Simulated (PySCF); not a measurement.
# Sr, Sr⁺: ionisation energy in x2c-TZVPall

Aim: the ionisation energy of strontium from differences of total energies, at each level of theory, and how far each lands from the tabulated value where there is one.

The numbers are computed with PySCF 2.14.0 (unrestricted determinants in a Gaussian basis, no spin-orbit coupling in the energies), except any that are marked as measured or tabulated.

6 further runs of the same task are left out: 6 that didn't finish.

### Step 1. The system

```
Element                                   : strontium (Z = 38)
Basis                                     : x2c-TZVPall
Hamiltonian                               : scalar relativity by spin-free X2C-1e
State 1                                   : Sr: [Kr] 5s2, closed-shell 1S
State 2                                   : Sr⁺: [Kr] 5s1, 2S determinant
Methods                                   : UHF, M06-L, r2SCAN, MP2
Core shells frozen in the correlated runs : valence: [Kr] (for Sr)
```

The outer shells:

Sr [Kr] 5s2
```
[Kr] core
5s [↑↓]
```

Sr+ [Kr] 5s1
```
[Kr] core
5s [↑ ]
```

One driver process ran all states and methods and kept the integrals in memory. Each run is shown as a PySCF script that sums up its settings (the driver passes frozen orbitals as a list and adds second-order terms of double hybrids); the logs are those of the runs themselves. The driver starts from symmetry-adapted Hartree-Fock orbitals, holds the occupation by maximum overlap and uses a logarithmic radial grid for functionals, so a plain start would take other cycles.

It was started by

```bash
> OMP_NUM_THREADS=1 python atomrun2.py TASK.json OUT
```

The integrals over 63 functions and the set-up took 1.9 s of CPU time.

### Step 2. Sr, method by method

#### UHF

input.py reads:

```python
from pyscf import gto, scf, dft, mp, cc
import basis_set_exchange as bse
mol = gto.M(atom="Sr 0 0 0", charge=0, spin=0, symmetry="D2h",
            basis=gto.basis.parse(bse.get_basis("x2c-TZVPall", elements=["Sr"], fmt="nwchem", header=False)),
            nucmod="G")
mf = scf.UHF(mol).sfx2c1e()
mf.irrep_nelec = {'Ag': (7, 7), 'B1g': (1, 1), 'B2g': (1, 1), 'B3g': (1, 1), 'B1u': (3, 3), 'B2u': (3, 3), 'B3u': (3, 3)}
mf.kernel()
```

#### M06-L

input.py differs from the last one in:

```diff
@@ -5,3 +5,3 @@
             nucmod="G")
-mf = scf.UHF(mol).sfx2c1e()
+mf = dft.UKS(mol, xc="M06L").sfx2c1e()
 mf.irrep_nelec = {'Ag': (7, 7), 'B1g': (1, 1), 'B2g': (1, 1), 'B3g': (1, 1), 'B1u': (3, 3), 'B2u': (3, 3), 'B3u': (3, 3)}
```

#### r2SCAN

input.py differs from the last one in:

```diff
@@ -5,3 +5,3 @@
             nucmod="G")
-mf = dft.UKS(mol, xc="M06L").sfx2c1e()
+mf = dft.UKS(mol, xc="R2SCAN").sfx2c1e()
 mf.irrep_nelec = {'Ag': (7, 7), 'B1g': (1, 1), 'B2g': (1, 1), 'B3g': (1, 1), 'B1u': (3, 3), 'B2u': (3, 3), 'B3u': (3, 3)}
```

#### MP2 (valence)

input.py differs from the last one in:

```diff
@@ -5,4 +5,5 @@
             nucmod="G")
-mf = dft.UKS(mol, xc="R2SCAN").sfx2c1e()
+mf = scf.UHF(mol).sfx2c1e()
 mf.irrep_nelec = {'Ag': (7, 7), 'B1g': (1, 1), 'B2g': (1, 1), 'B3g': (1, 1), 'B1u': (3, 3), 'B2u': (3, 3), 'B3u': (3, 3)}
 mf.kernel()
+mp.UMP2(mf, frozen=18).kernel()
```

### Step 3. Sr⁺, method by method

#### UHF

input.py reads:

```python
from pyscf import gto, scf, dft, mp, cc
import basis_set_exchange as bse
mol = gto.M(atom="Sr 0 0 0", charge=1, spin=1, symmetry="D2h",
            basis=gto.basis.parse(bse.get_basis("x2c-TZVPall", elements=["Sr"], fmt="nwchem", header=False)),
            nucmod="G")
mf = scf.UHF(mol).sfx2c1e()
mf.irrep_nelec = {'Ag': (7, 6), 'B1g': (1, 1), 'B2g': (1, 1), 'B3g': (1, 1), 'B1u': (3, 3), 'B2u': (3, 3), 'B3u': (3, 3)}
mf.kernel()
```

#### M06-L

input.py differs from the last one in:

```diff
@@ -5,3 +5,3 @@
             nucmod="G")
-mf = scf.UHF(mol).sfx2c1e()
+mf = dft.UKS(mol, xc="M06L").sfx2c1e()
 mf.irrep_nelec = {'Ag': (7, 6), 'B1g': (1, 1), 'B2g': (1, 1), 'B3g': (1, 1), 'B1u': (3, 3), 'B2u': (3, 3), 'B3u': (3, 3)}
```

#### r2SCAN

input.py differs from the last one in:

```diff
@@ -5,3 +5,3 @@
             nucmod="G")
-mf = dft.UKS(mol, xc="M06L").sfx2c1e()
+mf = dft.UKS(mol, xc="R2SCAN").sfx2c1e()
 mf.irrep_nelec = {'Ag': (7, 6), 'B1g': (1, 1), 'B2g': (1, 1), 'B3g': (1, 1), 'B1u': (3, 3), 'B2u': (3, 3), 'B3u': (3, 3)}
```

What does the calculation give?

The runs gave:

```
             quantity                                               value
ionisation energy, Sr  UHF 4.746, MP2 (valence) 5.216 eV; reference 5.695
```

Accuracy against cost (mean over 1 difference):

```tsv
method	mean absolute miss against the measured value (with the measured fine structure taken into account where it is known) (eV)	CPU time, both states (s)
UHF	0.949	0.68
M06-L	0.064	5.4
r2SCAN	0.267	5.4
MP2 (valence)	0.479	
SCS-MP2 (valence)	0.384
```

In words: M06-L lands nearest to the measured value (off by 0.06 eV); UHF misses by most (0.95 eV). Hartree-Fock falls short because the species with more electrons holds more correlation energy, which it lacks. The basis is finite, and no extrapolation was made. The dearest level timed, r2SCAN, costs 8 times the cheapest, UHF, and differs from the measured value (with the measured fine structure taken into account where it is known) by 0.27 against 0.95 eV.
